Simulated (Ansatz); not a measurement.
Runs of Ansatz 0.2.0 on Ir4W. The structure is trigonal, space group R-3m (No. 166). Conventional cell: a = 2.756 Å, b = 2.756 Å, c = 33.932 Å, α = 90.00°, β = 90.00°, γ = 120.00°. Around Ir (site symmetry 3m) lie 9 Ir at 2.76 to 2.80 Å and 3 W at 2.76 Å. Around Ir (site symmetry 3m) lie 12 Ir at 2.72 to 2.80 Å. W (site symmetry -3m) has 6 W at 2.76 Å and 6 Ir at 2.76 Å as nearest neighbours. The cell comes from a database or a generator and needn't be the stable form of this composition.

```tsv
potentials or basis	cutoff (eV)	gap on the mesh (eV)	pressure (GPa)	largest force (eV/Å)
JTH PAW	1290	none	-11.3	0.02
Ansatz PAW earlier set	760	none	(a)	0.03
PseudoDojo stringent (PBEsol files)	1007	none	-12.2	0.04
Ansatz PAW	420	none	-11.9	0.03
PseudoDojo standard (PBEsol files)	1007	none	-12.2	0.04
```

Alike in all rows: task single point; level PBEsol; no spin polarisation; cell as given; k mesh 11 × 11 × 11; smearing fermi-dirac 0.05 eV.

**Question.** Estimate the missing entries.

**Answer.** (a) -11.8.

Caveats: the PAW data sets come from PBE, with cores solved anew for the run's functional, which leaves a small shift of forces and pressure (some runs).

A k mesh can miss the band edges, and the runs leave out spin-orbit coupling on Ir, W.

A gap of «none» marks a metal or a gap under the smearing width.

The runs don't all hold the same shells in valence.
